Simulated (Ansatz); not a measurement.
# C₂H₆AlN: up Jacob's ladder to CCSD(T)

How much do the methods differ for C₂H₆AlN? The plan is to run it at one geometry with functionals of several rungs and with coupled cluster, and see how far each lands from CCSD(T) at the basis-set limit for the atomisation energy.

Computed with Ansatz 0.2.0, Gaussian basis. Level: functionals in def2-TZVPP, the program's frozen cores in correlated methods.

Plan: LDA (SPW92), PBE-D4, revPBE-D4, BLYP-D4, r2SCAN-D4, B97M-V, PBE0-D4, B3LYP-D4, r2SCANh-D4, r2SCAN0-D4, HSE06-D4, BHLYP-D4, CAM-B3LYP-D4, LC-ωPBE, ωB97X-V, ωB97M-V, B2PLYP, PBE-QIDH; CCSD(T)/def2-SVP; CCSD(T)/def2-TZVPP; MP2/def2-QZVPP; extrapolation to the limit; RPA on PBE.

## Step 1: The relaxed structure

The geometry comes from an earlier relaxation with PBE0-D4 in a triple-zeta def2 set; it is a stationary point, not always the lowest conformer.

10 atoms, charge 0, spin multiplicity 1.

Atoms are counted from 1 here; the program's logs count them from 0.

Bond lengths: C1–Al2 1.942 Å, C1–H5 1.095 Å, C1–H6 1.092 Å, C1–H7 1.095 Å, Al2–C3 1.985 Å, Al2–H8 1.593 Å, C3–N4 1.278 Å, C3–H9 1.104 Å, N4–H10 1.025 Å. Angles: Al2–C1–H5 111.2°, Al2–C1–H6 111.0°, Al2–C1–H7 111.3°, H5–C1–H6 108.4°, H5–C1–H7 106.4°, H6–C1–H7 108.4°, C1–Al2–C3 118.8°, C1–Al2–H8 122.8°, C3–Al2–H8 118.4°, Al2–C3–N4 115.1°, Al2–C3–H9 124.7°, N4–C3–H9 120.2°, C3–N4–H10 112.2°.

## Step 2: LDA

This LDA is Slater exchange with PW92 correlation.

The input, in.yaml:

```yaml
crystal:
  periodic: [false, false, false]
  atoms:
    - {symbol: C, position_ang: [-1.527074, 0.647733, -0.547940]}
    - {symbol: Al, position_ang: [-0.131593, -0.699881, -0.643920]}
    - {symbol: C, position_ang: [1.437488, -0.539867, 0.561175]}
    - {symbol: N, position_ang: [1.411391, 0.461439, 1.354167]}
    - {symbol: H, position_ang: [-1.648930, 1.159983, -1.508242]}
    - {symbol: H, position_ang: [-1.297838, 1.395104, 0.214443]}
    - {symbol: H, position_ang: [-2.497631, 0.198825, -0.312357]}
    - {symbol: H, position_ang: [-0.192017, -1.933184, -1.650752]}
    - {symbol: H, position_ang: [2.289513, -1.241491, 0.579756]}
    - {symbol: H, position_ang: [2.239891, 0.500140, 1.956672]}
basis:
  gaussian: {orbitals: def2-TZVPP}
hamiltonian: {xc: lda}
output: {orbitals: {seedname: orbitals}}
```

Started as:

```bash
$ ansatz run in.yaml --threads 2 --pin off --events-out ev --progress --plain --max-ram 4352MiB
```

Further steps of the session: PBE-D4 (GGA); revPBE-D4 (GGA); BLYP-D4 (GGA); r2SCAN-D4 (meta-GGA); B97M-V (meta-GGA); B3LYP-D4 (hybrid); r2SCANh-D4 (hybrid); r2SCAN0-D4 (hybrid); HSE06-D4 (hybrid); BHLYP-D4 (hybrid); CAM-B3LYP-D4 (range-separated); LC-ωPBE (range-separated); ωB97X-V (range-separated); ωB97M-V (range-separated); B2PLYP (double hybrid); PBE-QIDH (double hybrid); CCSD(T) in def2-SVP; CCSD(T) in def2-TZVPP; MP2 in def2-QZVPP; RPA on PBE orbitals.

Before running them: what should the planned runs give, taken together? Wanted: atomisation energy, CCSD(T)/CBS; farthest beyond LDA; mean size of error, GGA; mean size of error, meta-GGA; mean size of error, hybrid; mean size of error, range-separated; mean size of error, double hybrid; gap, smallest and largest; T1 diagnostic.

As calculated:

| quantity | value |
| --- | --- |
| atomisation energy, CCSD(T)/CBS | 3524.8 kJ/mol |
| functionals within 17.6 kJ/mol (0.5 %) | revPBE-D4, BLYP-D4, r2SCAN-D4, PBE0-D4, B3LYP-D4, HSE06-D4, LC-ωPBE, ωB97X-V, ωB97M-V |
| farthest beyond LDA | BHLYP-D4 (-93.3 kJ/mol) |
| mean size of error, GGA | 30.8 kJ/mol |
| mean size of error, meta-GGA | 12.2 kJ/mol |
| mean size of error, hybrid | 31.8 kJ/mol |
| mean size of error, range-separated | 15.2 kJ/mol |
| mean size of error, double hybrid | 33.3 kJ/mol |
| gap, smallest and largest | 2.65 eV (LDA (SPW92)), 9.98 eV (LC-ωPBE) |
| T1 diagnostic | 0.0113 |
| triples share of the correlation energy | 4.0 % |

What this shows: The LDA atomisation energy is off by 469.7 kJ/mol (13 %): it overbinds. PBE-D4 misses by +66.5 kJ/mol. Double hybrids carry the basis error of their MP2 part in triple zeta, and no dispersion term here, so their miss is partly the set-up's. The rungs meta-GGA, range-separated miss on average by less than the doubt on the reference (17.6 kJ/mol), so they tie. The reference freezes the cores and leaves out relativity and excitations past (T), so misses under about 17.6 kJ/mol can't be ranked. Hartree-Fock recovers 72 % of the binding; the rest is correlation. CCSD(T) in def2-SVP is off by -187.5 kJ/mol, more than most functionals: a good method in a small basis is no reference. The gap grows from 2.6 to 10.0 eV across the functionals, mostly with the share of exact exchange. The restricted reference is unstable towards a spin-broken one.
